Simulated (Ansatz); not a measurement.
# ScNb (P-6m2) in Ansatz: equation of state

How stiff is ScNb in PBE, and what volume does it want? The cell is scaled to several volumes.

Everything below comes from runs of Ansatz 0.2.0. Logs are shortened: lines on timing, memory, paths and dates and some standing lists are left out, and cuts for length are marked.

## (1) The structure

It takes space group P-6m2 (No. 187, hexagonal). Conventional cell: a = 3.066 Å, b = 3.066 Å, c = 5.072 Å, α = 90.00°, β = 90.00°, γ = 120.00°. Nb (site symmetry -6m2) is surrounded by 6 Nb at 3.07 Å and 6 Sc at 3.09 Å. Sc (site symmetry -6m2) is surrounded by 6 Sc at 3.07 Å and 6 Nb at 3.09 Å.

The cell comes from a database or a generator and needn't be the stable form of this composition.

## (2) Single point, PBE, 19.40 Å³/atom (volume scaled by 0.94)

Input file input.yaml:

```yaml
crystal:
  lattice:
    - [3.0030626305, 0.0, 0.0]
    - [-1.5015313152, 2.6007285271, 0.0]
    - [0.0, 0.0, 4.9686507831]
  atoms:
    - { symbol: Nb, position: [0.3333333333, 0.6666666667, 0.5] }
    - { symbol: Sc, position: [0.0, 0.0, 0.0] }
hamiltonian:
  xc: pbe
  pseudopotentials: { kind: paw }
kpoints:
  mp_grid: { grid: [10, 10, 5] }
scf:
  occupations: { method: fermi_dirac, width: 0.05 }
output:
  forces: true
  stress: true
  eigenvalues: true
  write_density: true
  write_potential: true
  elf: true
  volumetric_format: npy
```

Potentials or basis: Ansatz PAW.

Started as:

```
ansatz run input.yaml --threads 2 --pin off --max-ram 5120MiB --backend cpu --events-out ev --progress --plain --runs-dir out
```

Log:

```text
Warning: RAYON_NUM_THREADS=2 ignored (pool sized by the plan → 2); use --threads N
Engine: ansatz 0.2.0, x86_64-unknown-linux-gnu
Pseudopotentials: kind: paw
Pseudopotential: Nb, paw, valence charge 13, recommended cutoff 420 eV (normal), Nb.paw.azcp
Pseudopotential: Sc, paw, valence charge 11, recommended cutoff 420 eV (normal), Sc.paw.azcp
Functional definition: PBE
  parameter kappa = 0.804
  parameter beta = 0.06672455060314922
  exchange = pbe_x(kappa = kappa, mu = beta*pi^2/3)
  correlation = pbe_c(beta = beta)
Crystal: 2 atoms, lattice volume = 38.806 Å³
Basis set: ecut = 420 eV, 749 PW (Γ), exchange–correlation on 48×48×72 points (8 copies of the dense FFT grid, shifted against one another)
Bands: 16, of which v1, the nominal top of the filled ones, is band 12 counted from 1 (11 counted from 0)
Symmetry: 12 space group operations
Space group: P-6m2 (ITA 187), of the structure as read, at distance tolerance 3.4e-5 Å
k-points: 42 of 500 (time reversal used)
Non-local potential: Nb, projectors of the file, l = 0: 3, l = 1: 2, l = 2: 2, l = 3: 1
Non-local potential: Sc, projectors of the file, l = 0: 3, l = 1: 2, l = 2: 3, l = 3: 1
PAW form: soft (Blöchl's): semilocal exchange-correlation on the pseudo side does not see the compensation charge
PAW one-centre angular grid: Nb, 590 points (default); XC on 64 Gauss nodes
PAW one-centre angular grid: Sc, 590 points (default); XC on 64 Gauss nodes
Initial density: superposition of atomic densities (neutral atoms: chi_scale 0, normalization atom), corrected by the library's trained network
Initial wavefunctions: pseudopotential atomic-orbital guess
Functional: x = pbe(κ = 0.804, μ = 0.2195149727645171), c = pbe(β = 0.06672455060314922)
SCF iter   1: F=—  HF=-6687.652932 eV  |F-HF|=—  |Δ(HF+E_count)|=         —  Δρ=5.74e-3  dr2=1.97e-2  ethr=1.77e-3  ⟨swp⟩=4.7  Hψ=2844  notcnv=0
preconditioner: auto → none  [metal: Δε(μ)=0.017 eV  Ē_g=3.305 eV  σ=0.050 eV  W_gap=0.09  n_scr=8 (ndim 8)  ℏωp=16.9 eV  f_vac=0.000  D(μ)=2.15/eV (n_scr^D=22)  sad-step TF]
SCF iter   2: F=—  HF=-6687.652287 eV  |F-HF|=—  |Δ(HF+E_count)|=   6.46e-4  Δρ=3.88e-3  dr2=1.34e-2  ethr=8.23e-5  ⟨swp⟩=1.0  Hψ=1008  notcnv=0
SCF iter   3: F=—  HF=-6687.651265 eV  |F-HF|=—  |Δ(HF+E_count)|=   1.02e-3  Δρ=1.30e-3  dr2=2.48e-3  ethr=5.56e-5  ⟨swp⟩=2.0  Hψ=879  notcnv=0
SCF iter   4: F=—  HF=-6687.650989 eV  |F-HF|=—  |Δ(HF+E_count)|=   2.76e-4  Δρ=2.68e-4  dr2=6.19e-5  ethr=1.03e-5  ⟨swp⟩=1.3  Hψ=688  notcnv=0
SCF iter   5: F=—  HF=-6687.650978 eV  |F-HF|=—  |Δ(HF+E_count)|=   1.17e-5  Δρ=7.39e-5  dr2=2.68e-6  ethr=2.58e-7  ⟨swp⟩=1.1  Hψ=675  notcnv=0
SCF iter   6: F=-6687.650977 eV  HF=-6687.650977 eV  |F-HF|=3.69e-8  |Δ(HF+E_count)|=   1.40e-7  Δρ=1.06e-5  dr2=6.35e-8  ethr=4.17e-10  ⟨swp⟩=5.9  Hψ=3734  notcnv=0
SCF 1 converged in 6 iterations: F = -6687.650977 eV  dr2 = 6.35e-8
SCF converged after 6 iterations
Free energy (F): -6687.650977 eV
Harris-Foulkes:  -6687.650977 eV  (|F-HF|=3.69e-8)
Internal energy: -6687.632455 eV  (E = F + TS)
E sigma→0 (E₀):  -6687.641716 eV
Entropy (-TS):   -0.018522 eV (-9.261 meV/atom)
Fermi energy:    14.404346 eV
--- Per-component energies (eV) ---
  E_band       = -222.409860
  E_kinetic    = 657.723286
  E_local      = -1493.401846  (includes V_loc(G=0)·N_el)
  E_nonlocal   = 203.955315
  E_hartree    = 488.282923
  E_xc         = -280.488377
  E_vxc        = -342.940155  (∫ρ·V_xc dr)
  E_paw        = -4029.323556  (= ΣΔE_a)
  E_vpaw       = -224.312716  (= ΣTr[D̂ρ^β])
  E_aug_tail   = 0.000017  (compensation charges beyond the density's cutoff)
  E_ewald      = -2234.380217
  E_smearing   = -0.018522  (= −TS)
  E_closure    = 0.000000  (closes the sum)
  Σ components = -6687.650977   (vs F -6687.650977, Δ=0.00e0)
--- Forces (eV/Å), atoms counted from 1 ---
  atom   1  Nb    -0.00000000     0.00000000    -0.00000000
  atom   2  Sc     0.00000000     0.00000000     0.00000000
  max |Σ_I F_I| component: 3.70e-17 eV/Å
--- Stress (GPa, compression-positive) ---
        6.902411       0.000000       0.000000
        0.000000       6.902411      -0.000000
        0.000000      -0.000000       6.520661
  P = ⅓ Tr σ = 6.7752 GPa (67.752 kbar)
--- Band table (eV; the first three rows and the last of 42) ---
  k-point 0: bands = ["-40.1524", "-34.4446", "-16.3597", "-15.7344", "-15.7344", "-13.0503", "-12.7567", "-12.7567", "8.6630", "11.4342", "15.0207", "15.0207", "15.4229", "15.4906", "16.5997", "16.5997"]
  k-point 1: bands = ["-40.1521", "-34.4453", "-16.3405", "-15.7341", "-15.7341", "-13.0787", "-12.7572", "-12.7572", "8.9818", "11.3739", "14.6612", "14.9640", "14.9640", "15.5390", "16.2716", "16.2716"]
  k-point 2: bands = ["-40.1518", "-34.4465", "-16.3090", "-15.7336", "-15.7336", "-13.1252", "-12.7580", "-12.7580", "9.7912", "10.9592", "13.8489", "14.8967", "14.8967", "15.3332", "15.9957", "15.9957"]
  k-point 41: bands = ["-40.0202", "-34.3231", "-16.4099", "-16.2454", "-16.1742", "-13.2714", "-13.1468", "-12.9831", "12.5640", "13.0940", "13.3760", "13.6576", "14.1423", "14.9953", "16.4091", "17.0240"]
```

Wall time 6.8 s (2 threads of AMD EPYC (Zen 3), shared host); peak memory 0.36 GiB.

Results:

* Free energy: -6687.6510 eV
* Pressure: 6.8 GPa
* Band gap on the k mesh: none (metal or under the smearing width)

## (3) Single point, PBE, 19.82 Å³/atom (volume scaled by 0.96)

Input file input.yaml:

```yaml
crystal:
  lattice:
    - [3.0242116557, 0.0, 0.0]
    - [-1.5121058278, 2.6190441202, 0.0]
    - [0.0, 0.0, 5.0036424345]
  atoms:
    - { symbol: Nb, position: [0.3333333333, 0.6666666667, 0.5] }
    - { symbol: Sc, position: [0.0, 0.0, 0.0] }
hamiltonian:
  xc: pbe
  pseudopotentials: { kind: paw }
kpoints:
  mp_grid: { grid: [10, 10, 5] }
scf:
  occupations: { method: fermi_dirac, width: 0.05 }
output:
  forces: true
  stress: true
  eigenvalues: true
```

Potentials or basis: Ansatz PAW.

Started as:

```
ansatz run input.yaml --threads 2 --pin off --max-ram 5120MiB --backend cpu --events-out ev --progress --plain --runs-dir out
```

It took 4.7 s on 2 threads of AMD EPYC (Zen 3), shared host; peak memory 0.36 GiB.

Results (log left out):

```
Free energy            : -6687.6793 eV
Pressure               : 4.3 GPa
Band gap on the k mesh : none (metal or under the smearing width)
```

## (4) Single point, PBE, 20.23 Å³/atom (volume scaled by 0.98)

Changes to input.yaml since step 3:

```diff
@@ -2,5 +2,5 @@
   lattice:
-    - [3.0242116557, 0.0, 0.0]
-    - [-1.5121058278, 2.6190441202, 0.0]
-    - [0.0, 0.0, 5.0036424345]
+    - [3.0450689469, 0.0, 0.0]
+    - [-1.5225344734, 2.6371070642, 0.0]
+    - [0.0, 0.0, 5.0381514038]
   atoms:
@@ -19 +19,5 @@
   eigenvalues: true
+  write_density: true
+  write_potential: true
+  elf: true
+  volumetric_format: npy
```

Potentials or basis: Ansatz PAW.

Started as:

```
ansatz run input.yaml --threads 2 --pin off --max-ram 5120MiB --backend cpu --events-out ev --progress --plain --runs-dir out
```

Log:

```text
Warning: RAYON_NUM_THREADS=2 ignored (pool sized by the plan → 2); use --threads N
Engine: ansatz 0.2.0, x86_64-unknown-linux-gnu
Pseudopotentials: kind: paw
Pseudopotential: Nb, paw, valence charge 13, recommended cutoff 420 eV (normal), Nb.paw.azcp
Pseudopotential: Sc, paw, valence charge 11, recommended cutoff 420 eV (normal), Sc.paw.azcp
Functional definition: PBE
  parameter kappa = 0.804
  parameter beta = 0.06672455060314922
  exchange = pbe_x(kappa = kappa, mu = beta*pi^2/3)
  correlation = pbe_c(beta = beta)
Crystal: 2 atoms, lattice volume = 40.457 Å³
Basis set: ecut = 420 eV, 785 PW (Γ), exchange–correlation on 48×48×72 points (8 copies of the dense FFT grid, shifted against one another)
Bands: 16, of which v1, the nominal top of the filled ones, is band 12 counted from 1 (11 counted from 0)
Symmetry: 12 space group operations
Space group: P-6m2 (ITA 187), of the structure as read, at distance tolerance 3.4e-5 Å
k-points: 42 of 500 (time reversal used)
Non-local potential: Nb, projectors of the file, l = 0: 3, l = 1: 2, l = 2: 2, l = 3: 1
Non-local potential: Sc, projectors of the file, l = 0: 3, l = 1: 2, l = 2: 3, l = 3: 1
PAW form: soft (Blöchl's): semilocal exchange-correlation on the pseudo side does not see the compensation charge
PAW one-centre angular grid: Nb, 590 points (default); XC on 64 Gauss nodes
PAW one-centre angular grid: Sc, 590 points (default); XC on 64 Gauss nodes
Initial density: superposition of atomic densities (neutral atoms: chi_scale 0, normalization atom), corrected by the library's trained network
Initial wavefunctions: pseudopotential atomic-orbital guess
Functional: x = pbe(κ = 0.804, μ = 0.2195149727645171), c = pbe(β = 0.06672455060314922)
SCF iter   1: F=—  HF=-6687.698924 eV  |F-HF|=—  |Δ(HF+E_count)|=         —  Δρ=6.53e-3  dr2=3.65e-2  ethr=1.77e-3  ⟨swp⟩=4.7  Hψ=2838  notcnv=0
preconditioner: auto → Kerker (q_TF=auto, 2.501 Å⁻¹)  [metal: Δε(μ)=0.100 eV  Ē_g=3.198 eV  σ=0.050 eV  W_gap=0.39  n_scr=10 (ndim 8)  ℏωp=16.5 eV  f_vac=0.000  D(μ)=2.04/eV (n_scr^D=22)]
SCF iter   2: F=—  HF=-6687.696280 eV  |F-HF|=—  |Δ(HF+E_count)|=   2.64e-3  Δρ=3.40e-3  dr2=8.71e-3  ethr=1.52e-4  ⟨swp⟩=1.0  Hψ=1008  notcnv=0
SCF iter   3: F=—  HF=-6687.695340 eV  |F-HF|=—  |Δ(HF+E_count)|=   9.40e-4  Δρ=5.99e-4  dr2=1.67e-4  ethr=3.63e-5  ⟨swp⟩=1.7  Hψ=741  notcnv=0
SCF iter   4: F=—  HF=-6687.695332 eV  |F-HF|=—  |Δ(HF+E_count)|=   8.31e-6  Δρ=1.32e-4  dr2=1.17e-5  ethr=6.98e-7  ⟨swp⟩=2.2  Hψ=878  notcnv=0
SCF iter   5: F=—  HF=-6687.695309 eV  |F-HF|=—  |Δ(HF+E_count)|=   2.29e-5  Δρ=3.10e-5  dr2=3.83e-7  ethr=4.88e-8  ⟨swp⟩=1.9  Hψ=920  notcnv=0
SCF iter   6: F=-6687.695309 eV  HF=-6687.695309 eV  |F-HF|=2.52e-8  |Δ(HF+E_count)|=   5.15e-9  Δρ=7.42e-6  dr2=3.93e-8  ethr=4.17e-10  ⟨swp⟩=7.9  Hψ=4044  notcnv=0
SCF 1 converged in 6 iterations: F = -6687.695309 eV  dr2 = 3.93e-8
SCF converged after 6 iterations
Free energy (F): -6687.695309 eV
Harris-Foulkes:  -6687.695309 eV  (|F-HF|=2.52e-8)
Internal energy: -6687.677340 eV  (E = F + TS)
E sigma→0 (E₀):  -6687.686325 eV
Entropy (-TS):   -0.017968 eV (-8.984 meV/atom)
Fermi energy:    13.718838 eV
--- Per-component energies (eV) ---
  E_band       = -239.956169
  E_kinetic    = 655.270901
  E_local      = -1535.296584  (includes V_loc(G=0)·N_el)
  E_nonlocal   = 203.441553
  E_hartree    = 501.144601
  E_xc         = -279.647919
  E_vxc        = -341.798696  (∫ρ·V_xc dr)
  E_paw        = -4029.032667  (= ΣΔE_a)
  E_vpaw       = -223.865323  (= ΣTr[D̂ρ^β])
  E_aug_tail   = 0.000017  (compensation charges beyond the density's cutoff)
  E_ewald      = -2203.557243
  E_smearing   = -0.017968  (= −TS)
  E_closure    = 0.000000  (closes the sum)
  Σ components = -6687.695309   (vs F -6687.695309, Δ=0.00e0)
--- Forces (eV/Å), atoms counted from 1 ---
  atom   1  Nb     0.00000000     0.00000000     0.00000000
  atom   2  Sc    -0.00000000    -0.00000000     0.00000000
  max |Σ_I F_I| component: 7.40e-17 eV/Å
--- Stress (GPa, compression-positive) ---
        2.138502       0.000000       0.000000
        0.000000       2.138502       0.000000
        0.000000       0.000000       1.609369
  P = ⅓ Tr σ = 1.9621 GPa (19.621 kbar)
--- Band table (eV; the first three rows and the last of 42) ---
  k-point 0: bands = ["-40.9121", "-35.2442", "-17.0890", "-16.5374", "-16.5374", "-13.8501", "-13.5905", "-13.5905", "8.0514", "10.8526", "14.3322", "14.3322", "14.6023", "14.7818", "15.8459", "15.8459"]
  k-point 1: bands = ["-40.9119", "-35.2448", "-17.0742", "-16.5372", "-16.5372", "-13.8723", "-13.5908", "-13.5908", "8.3577", "10.7681", "13.9031", "14.2791", "14.2791", "14.8175", "15.5264", "15.5264"]
  k-point 2: bands = ["-40.9117", "-35.2456", "-17.0499", "-16.5368", "-16.5368", "-13.9085", "-13.5914", "-13.5914", "9.1468", "10.2911", "13.1703", "14.2159", "14.2159", "14.6339", "15.2648", "15.2648"]
  k-point 41: bands = ["-40.8012", "-35.1414", "-17.1259", "-16.9827", "-16.9328", "-14.0424", "-13.9330", "-13.7875", "11.9717", "12.4671", "12.7420", "13.0132", "13.4439", "14.2602", "15.6528", "16.2468"]
```

v_z.tsv:

```text
# z_ang	v_es[eV]	v_tot[eV]
# format = ansatz-planar-average/11
# xc	pbe
# density_cutoff_ev	1680
# datasets	Nb=:simpson_from_first_knot:soft	Sc=:simpson_from_first_knot:soft
# lattice	3.045068947	-0.000000000	0.000000000
# lattice	-1.522534473	2.637107064	0.000000000
# lattice	0.000000000	0.000000000	5.038151404
# sites	2
# site	41	0.000000000	1.758071376	2.519075702
# site	21	0.000000000	-0.000000000	0.000000000
0.000000	-2.018795e0	-1.445956e1
0.139949	-1.318657e0	-1.364409e1
0.279897	6.187823e-1	-1.136025e1
0.419846	3.362367e0	-8.066408e0
0.559795	6.332863e0	-4.388763e0
0.699743	9.008550e0	-9.571047e-1
0.839692	1.112902e1	1.769776e0
0.979641	1.268282e1	3.635733e0
1.119589	1.359432e1	4.516335e0
1.259538	1.380078e1	4.553227e0
1.399487	1.335557e1	3.948900e0
1.539435	1.212440e1	2.376652e0
1.679384	9.883259e0	-4.690354e-1
1.819332	6.651606e0	-4.544848e0
1.959281	2.823081e0	-9.352325e0
2.099230	-9.914990e-1	-1.411472e1
2.239178	-4.186434e0	-1.807906e1
2.379127	-6.297455e0	-2.066817e1
2.519076	-7.033948e0	-2.156865e1
2.659024	-6.297455e0	-2.066817e1
2.798973	-4.186434e0	-1.807906e1
2.938922	-9.914990e-1	-1.411472e1
3.078870	2.823081e0	-9.352325e0
3.218819	6.651606e0	-4.544848e0
3.358768	9.883259e0	-4.690354e-1
3.498716	1.212440e1	2.376652e0
3.638665	1.335557e1	3.948900e0
3.778614	1.380078e1	4.553227e0
3.918562	1.359432e1	4.516335e0
4.058511	1.268282e1	3.635733e0
4.198460	1.112902e1	1.769776e0
4.338408	9.008550e0	-9.571047e-1
4.478357	6.332863e0	-4.388763e0
4.618305	3.362367e0	-8.066408e0
4.758254	6.187823e-1	-1.136025e1
4.898203	-1.318657e0	-1.364409e1
```

Wall time 6.2 s (2 threads of AMD EPYC (Zen 3), shared host); peak memory 0.37 GiB.

What came out:

```yaml
Free_energy: -6687.6953 eV
Pressure: 2.0 GPa
Band_gap_on_the_k_mesh: none (metal or under the smearing width)
```

## (5) Single point, PBE, 20.64 Å³/atom

Changes to input.yaml since step 4:

```diff
@@ -2,5 +2,5 @@
   lattice:
-    - [3.0450689469, 0.0, 0.0]
-    - [-1.5225344734, 2.6371070642, 0.0]
-    - [0.0, 0.0, 5.0381514038]
+    - [3.0656443612, 0.0, 0.0]
+    - [-1.5328221806, 2.6549258957, 0.0]
+    - [0.0, 0.0, 5.072194]
   atoms:
```

Started as:

```
ansatz run input.yaml --threads 2 --pin off --max-ram 5120MiB --backend cpu --events-out ev --progress --plain --runs-dir out
```

It took 7.2 s on 2 threads of AMD EPYC (Zen 3), shared host; peak memory 0.37 GiB.

The run converged. Its results:

| Item | Value |
| --- | --- |
| Free energy | -6687.6999 eV |
| Pressure | -0.2 GPa |
| Band gap on the k mesh | none (metal or under the smearing width) |

## (6) Single point, PBE, 21.05 Å³/atom (volume scaled by 1.02)

Changes to input.yaml since step 5:

```diff
@@ -2,5 +2,5 @@
   lattice:
-    - [3.0656443612, 0.0, 0.0]
-    - [-1.5328221806, 2.6549258957, 0.0]
-    - [0.0, 0.0, 5.072194]
+    - [3.0859472334, 0.0, 0.0]
+    - [-1.5429736167, 2.6725086988, 0.0]
+    - [0.0, 0.0, 5.1057856677]
   atoms:
```

Potentials or basis: Ansatz PAW.

Started as:

```
ansatz run input.yaml --threads 2 --pin off --max-ram 5120MiB --backend cpu --events-out ev --progress --plain --runs-dir out
```

It took 6.9 s on 2 threads of AMD EPYC (Zen 3), shared host; peak memory 0.37 GiB.

Results (log left out):

```
Free energy            : -6687.6940 eV
Pressure               : -2.1 GPa
Band gap on the k mesh : none (metal or under the smearing width)
```

## (7) Single point, PBE, 21.47 Å³/atom (volume scaled by 1.04)

Input file input.yaml:

```yaml
crystal:
  lattice:
    - [3.1059864133, 0.0, 0.0]
    - [-1.5529932067, 2.6898631377, 0.0]
    - [0.0, 0.0, 5.1389410491]
  atoms:
    - { symbol: Nb, position: [0.3333333333, 0.6666666667, 0.5] }
    - { symbol: Sc, position: [0.0, 0.0, 0.0] }
hamiltonian:
  xc: pbe
  pseudopotentials: { kind: paw }
kpoints:
  mp_grid: { grid: [10, 10, 5] }
scf:
  occupations: { method: fermi_dirac, width: 0.05 }
output:
  forces: true
  stress: true
  eigenvalues: true
```

Started as:

```
ansatz run input.yaml --threads 2 --pin off --max-ram 5120MiB --backend cpu --events-out ev --progress --plain --runs-dir out
```

It took 6 s on 2 threads of AMD EPYC (Zen 3), shared host; peak memory 0.36 GiB.

The run converged. Its results:

```
Free energy            : -6687.6786 eV
Pressure               : -3.9 GPa
Band gap on the k mesh : none (metal or under the smearing width)
```

## (8) Single point, PBE, 21.88 Å³/atom (volume scaled by 1.06)

Changes to input.yaml since step 7:

```diff
@@ -2,5 +2,5 @@
   lattice:
-    - [3.1059864133, 0.0, 0.0]
-    - [-1.5529932067, 2.6898631377, 0.0]
-    - [0.0, 0.0, 5.1389410491]
+    - [3.1257702997, 0.0, 0.0]
+    - [-1.5628851498, 2.7069964858, 0.0]
+    - [0.0, 0.0, 5.1716740402]
   atoms:
```

Started as:

```
ansatz run input.yaml --threads 2 --pin off --max-ram 5120MiB --backend cpu --events-out ev --progress --plain --runs-dir out
```

Wall time 5.5 s (2 threads of AMD EPYC (Zen 3), shared host); peak memory 0.36 GiB.

It converged, with:

| Item | Value |
| --- | --- |
| Free energy | -6687.6545 eV |
| Pressure | -5.5 GPa |
| Band gap on the k mesh | none (metal or under the smearing width) |

## (9) Equation of state, PBE

Potentials or basis: Ansatz PAW.

No new run: the results of the series are fitted here.

What came out:

- Equilibrium volume: 20.61 Å³/atom
- Bulk modulus at fixed shape and positions: 102 GPa
- Pressure derivative of the bulk modulus: 3.4

Energy against volume, from the lowest point:
| volume (Å³/atom) | energy (meV/atom) |
| --- | --- |
| 19.403 | 24.46 |
| 19.816 | 10.28 |
| 20.229 | 2.29 |
| 20.641 | 0.00 |
| 21.054 | 2.93 |
| 21.467 | 10.64 |
| 21.880 | 22.70 |

Caveat: the cell was scaled at fixed shape and fractional positions, which overstates the stiffness of a crystal with free parameters, most of all of layers and chains.
